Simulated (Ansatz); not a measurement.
# PbF2: the cost of one run

Computed with Ansatz 0.2.0 (DFT PBE+D3(BJ), scalar-relativistic, plane waves, PAW, unless a step's input says otherwise).

3 further runs of the same task are left out: 1 that didn't finish, 2 set aside as unsound or not needed.

## Step 1: Starting point

It takes space group Fm-3m (No. 225, cubic). The conventional cell has a = 5.962 Å, b = 5.962 Å, c = 5.962 Å, α = 90.00°, β = 90.00°, γ = 90.00°. Around Pb (site symmetry m-3m) lie 8 F at 2.58 Å. F (site symmetry -43m) is surrounded by 4 Pb at 2.58 Å.

Structure file:

```xyz
3
Lattice="0.0000 2.9812 2.9812 2.9812 0.0000 2.9812 2.9812 2.9812 0.0000" Properties=species:S:1:pos:R:3 pbc="T T T"
Pb    0.0000    0.0000    0.0000
F     1.4906    1.4906    1.4906
F     4.4718    4.4718    4.4718
```

It is the result of an earlier relaxation at this level (volume 17.66 Å³/atom; gap on the mesh: 4.42 eV).

## Step 2: The cell under 20 GPa

At a set pressure the run lowers the enthalpy E + PV, so the energy alone may rise along the way.

input.yaml reads:

```yaml
crystal:
  lattice:
    - [0.0, 2.9811928465, 2.9811928465]
    - [2.9811928465, 0.0, 2.9811928465]
    - [2.9811928465, 2.9811928465, 0.0]
  atoms:
    - { symbol: Pb, position: [0.0, 0.0, 0.0] }
    - { symbol: F, position: [0.25, 0.25, 0.25] }
    - { symbol: F, position: [0.75, 0.75, 0.75] }
basis:
  ecutwfc: 420
kpoints:
  mp_grid: { grid: [8, 8, 8] }
hamiltonian:
  xc: pbe
  dispersion: d3bj
scf:
  occupations: { method: fixed }
output:
  forces: true
  stress: true
  eigenvalues: true
relax:
  adjacent_minimum: "off"
  f_tol: 0.001
  max_steps: 60
  cell: { stress_tol: 0.02, p_target: 20.0 }
```

Command:

```bash
> ansatz run input.yaml --threads 1 --pin off --max-ram 1228MiB --backend cpu --events-out ev --progress --plain --runs-dir out
```

Q: Estimate wall time and peak memory on 1 thread of Arm Neoverse N1, shared host.

About 24 s, with a peak of 0.32 GiB.
